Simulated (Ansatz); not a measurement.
# F6S: the cost of one run

Computed with Ansatz 0.2.0 (DFT B3LYP, Gaussian basis def2-TZVPD, and further levels as typed in the inputs, unless a step's input says otherwise).

**1. The system as given**

Bond lengths: S1–F2 1.570 Å, S1–F3 1.570 Å, S1–F4 1.570 Å, S1–F5 1.570 Å, S1–F6 1.570 Å, S1–F7 1.570 Å. Angles (14 of 15 angles, heavy atoms first): F2–S1–F3 180.0°, F2–S1–F4 90.0°, F2–S1–F5 90.0°, F2–S1–F6 90.0°, F2–S1–F7 90.0°, F3–S1–F4 90.0°, F3–S1–F5 90.0°, F3–S1–F6 90.0°, F3–S1–F7 90.0°, F4–S1–F5 180.0°, F4–S1–F6 90.0°, F4–S1–F7 90.0°, F5–S1–F6 90.0°, F5–S1–F7 90.0°.

Coordinates:

```xyz
7

S     0.0000    0.0000    0.0000
F     1.5700    0.0000    0.0000
F    -1.5700    0.0000    0.0000
F     0.0000    1.5700    0.0000
F     0.0000   -1.5700    0.0000
F     0.0000    0.0000    1.5700
F     0.0000    0.0000   -1.5700
```

**2. Relaxing the atoms: F6S**

Contents of input.yaml:

```yaml
relax:
  f_tol: 0.001
  max_steps: 200
crystal:
  periodic: [false, false, false]
  atoms:
    - { symbol: S, position_ang: [0.0, 0.0, 0.0] }
    - { symbol: F, position_ang: [1.57, 0.0, 0.0] }
    - { symbol: F, position_ang: [-1.57, 0.0, 0.0] }
    - { symbol: F, position_ang: [0.0, 1.57, 0.0] }
    - { symbol: F, position_ang: [0.0, -1.57, 0.0] }
    - { symbol: F, position_ang: [0.0, 0.0, 1.57] }
    - { symbol: F, position_ang: [0.0, 0.0, -1.57] }
basis:
  gaussian: { orbitals: def2-TZVPD }
hamiltonian:
  xc: { name: B3LYP }
```

The run is started by

```console
ansatz run input.yaml --threads 4 --pin off --max-ram 12288MiB --backend cpu --events-out ev --progress --plain --runs-dir out
```

What time and memory should one allow on 4 threads of Intel Xeon Platinum 8488C (Sapphire Rapids), shared host?

About 27 s, with a peak of 1.1 GiB.
